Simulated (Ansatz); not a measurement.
# FH5Sn: the cost of one run

All numbers below are computed with Ansatz 0.2.0 (RKS PBE-D4/def2-TZVP).

### Step 1. The system as given

Bond lengths: Sn1–H3 1.733 Å, Sn1–H4 1.694 Å, Sn1–H5 1.698 Å, Sn1–F7 2.330 Å. Angles: H3–Sn1–H4 115.1°, H3–Sn1–H5 108.1°, H3–Sn1–F7 139.2°, H4–Sn1–H5 116.0°, H4–Sn1–F7 91.6°, H5–Sn1–F7 84.1°.

Structure file:

```xyz
7

Sn   -0.6449   -0.1294   -0.2635
H     1.4497   -0.7480    0.2521
H    -0.7484   -1.4464   -1.3849
H    -1.3279   -0.4263    1.2582
H    -1.1711    1.2780   -1.0536
H     1.4776    0.1926    0.5322
F     0.9650    1.2793    0.6595
```

### Step 2. Pulling towards end A

Springs on the bonds that form and break draw the guess towards this end; the thresholds are loose.

Contents of input.yaml:

```yaml
crystal:
  periodic: [false, false, false]
  atoms:
    - { symbol: Sn, position_ang: [-0.6449, -0.1294, -0.2635] }
    - { symbol: H, position_ang: [1.4497, -0.748, 0.2521] }
    - { symbol: H, position_ang: [-0.7484, -1.4464, -1.3849] }
    - { symbol: H, position_ang: [-1.3279, -0.4263, 1.2582] }
    - { symbol: H, position_ang: [-1.1711, 1.278, -1.0536] }
    - { symbol: H, position_ang: [1.4776, 0.1926, 0.5322] }
    - { symbol: F, position_ang: [0.965, 1.2793, 0.6595] }
basis:
  gaussian: { orbitals: def2-TZVP }
hamiltonian:
  xc: pbe
  dispersion: d4
relax:
  f_tol: 0.15
  max_steps: 25
  restrain:
    - { distance: [0, 6], at: 3.26, k: 30.0 }
    - { distance: [5, 1], at: 1.92, k: 30.0 }
    - { distance: [0, 1], at: 1.7, k: 30.0 }
    - { distance: [5, 6], at: 0.88, k: 30.0 }
```

Launch:

```
> ansatz run input.yaml --threads 2 --pin off --max-ram 3072MiB --backend cpu --events-out ev --progress --plain --runs-dir out
```

**Question.** How long does this run take on 2 threads of Intel Xeon Platinum 8259CL at 2.50GHz (Skylake/Cascade Lake), shared host, and how much memory does it need?

About 17 s, with a peak of 0.18 GiB.
